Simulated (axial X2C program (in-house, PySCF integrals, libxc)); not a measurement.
# Linear SCoS⁺ at several levels

The task here is to estimate one member of a computed series from the others.

Computed with an in-house X2C program for linear molecules on PySCF integrals. Level: all-electron X2C, two-component (2c) or spin-free, S dyall-av3z, Co dyall-v3z.

All values are calculated.

2 further runs of the same task are left out: 2 set aside as unsound or not needed.

The first run:

task.json

```json
{
 "zs": [
  16,
  27,
  16
 ],
 "q": 1,
 "bas": [
  "dyall-av3z",
  "dyall-v3z",
  "dyall-av3z"
 ],
 "r0": [
  1.97,
  1.97
 ],
 "symm": 1,
 "scan": [
  "PBE0",
  "HF",
  "PBE"
 ],
 "levels": [
  "PBE0",
  "HF",
  "PBE"
 ],
 "nst": 2
}
```

Keys: zs atomic numbers; q charge; bas basis sets; r0 starting distance in Å; symm equal bonds; scan levels of the two-bond scan; levels methods; nst determinants followed.

Launch:

```
$ python solin.py task.json out
```

Masses S 31.972, Co 58.933, S 31.972 u.

Among the steps run: Scan at PBE0, 2c; Scan at PBE, 2c; Scan at PBE0, spin-free.

One of the session's tables, all rows but one given; the rest of the session is left out.

| level | lower stretch (cm⁻¹) |
| --- | --- |
| PBE0, 2c | 293.6 |
| PBE, 2c | 296.1 |
| PBE0, spin-free | ? |
| PBE, spin-free | 296.7 |

Estimate the missing values for PBE0, spin-free.

**Answer.** lower stretch (cm⁻¹): 294.2. In the column «lower stretch (cm⁻¹)» it lies between PBE0, 2c (293.6) and PBE, 2c (296.1).

Scans not shown above were run alike.

To keep in mind: The molecule was held linear; bending was not examined, so a bent shape may lie lower. Note: functional without a current term on a determinant with orbital currents, of the molecule or an atom.
